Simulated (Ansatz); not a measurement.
# SiGeH₄ (singlet): wave-function methods side by side, cc-pVTZ

The task here is to estimate one member of a computed series from the others.

Method: cc-pVTZ, core rule «outside noble gas», up to 19 orbitals frozen; program: Ansatz 0.2.0, Gaussian basis.

To be run: UHF; CCSD(T) on RHF; CCSD(T) on UHF; BCCD(T) on RHF; CCSDT(Q) on RHF.

**The system**

The geometry is a PBE0/def2-TZVP stationary point (not a proven minimum). No spin-orbit coupling is included. The filled d shell of Ge may be among the frozen orbitals whatever the setting's name suggests; the logs give the count.

6 atoms, charge 0, spin multiplicity 1.

Atoms are counted from 1 here; the program's logs count them from 0.

Bond lengths: Si1–Ge2 2.430 Å, Si1–H3 1.526 Å, Ge2–H4 1.541 Å, Ge2–H5 1.545 Å, Ge2–H6 1.544 Å. Angles: Ge2–Si1–H3 88.8°, Si1–Ge2–H4 114.3°, Si1–Ge2–H5 109.5°, Si1–Ge2–H6 110.7°, H4–Ge2–H5 107.4°, H4–Ge2–H6 107.5°, H5–Ge2–H6 107.0°.

Set-up of the first run:

Input file in.yaml:

```yaml
crystal:
  periodic: [false, false, false]
  atoms:
    - {symbol: Si, position_ang: [-0.000654, -0.093078, 1.769086]}
    - {symbol: Ge, position_ang: [-0.000135, 0.013219, -0.658153]}
    - {symbol: H, position_ang: [0.002033, 1.432640, 1.804104]}
    - {symbol: H, position_ang: [-0.031486, -1.361054, -1.353967]}
    - {symbol: H, position_ang: [1.269853, 0.747832, -1.142672]}
    - {symbol: H, position_ang: [-1.212415, 0.821483, -1.170072]}
basis:
  gaussian: {orbitals: cc-pVTZ}
magnetization: {spin_polarized: true, initial_magnetization: 0}
hamiltonian: {xc: hf}
output: {orbitals: {seedname: orbitals}}
```

Started as:

```console
$ ansatz run in.yaml --threads 1 --pin off --events-out ev --progress --plain --max-ram 2816MiB --backend cpu
```

Steps of the session up to this table: UHF; CCSD(T) on RHF; CCSD(T) on UHF; BCCD(T) on RHF; CCSDT(Q) on RHF.

One of the session's tables, all rows but one given; the rest of the session is left out.

| method | from RCCSDT(Q) (kcal/mol) |
| --- | --- |
| RHF | +177.62 |
| UHF | +174.37 |
| RMP2 | +35.69 |
| UMP2 | +39.94 |
| RCCSD | +6.98 |
| UCCSD | +7.40 |
| RCCSD(T) | +1.19 |
| UCCSD(T) | ? |
| BCCD(T) | +1.16 |
| RCCSDT | +0.28 |
| RCCSDT(Q) | 0 |

Estimate the missing values for UCCSD(T).

**Answer.** from RCCSDT(Q) (kcal/mol): +1.46. In the column «from RCCSDT(Q) (kcal/mol)» it lies between RCCSD(T) (+1.19) and RCCSD (+6.98).

With the free atoms at the same levels and basis (separate runs), the atomisation energy is 14.343 eV at RCCSDT(Q), 14.328 eV at RCCSD(T), 14.316 eV at UCCSD(T), 10.584 eV at RHF.

To keep in mind: Warnings: restricted reference is unstable; spin contamination. Restricted and unrestricted rows rest on different reference determinants; where their highest levels disagree by more than a few hundredths of an eV, they describe different states and don't form one ladder.
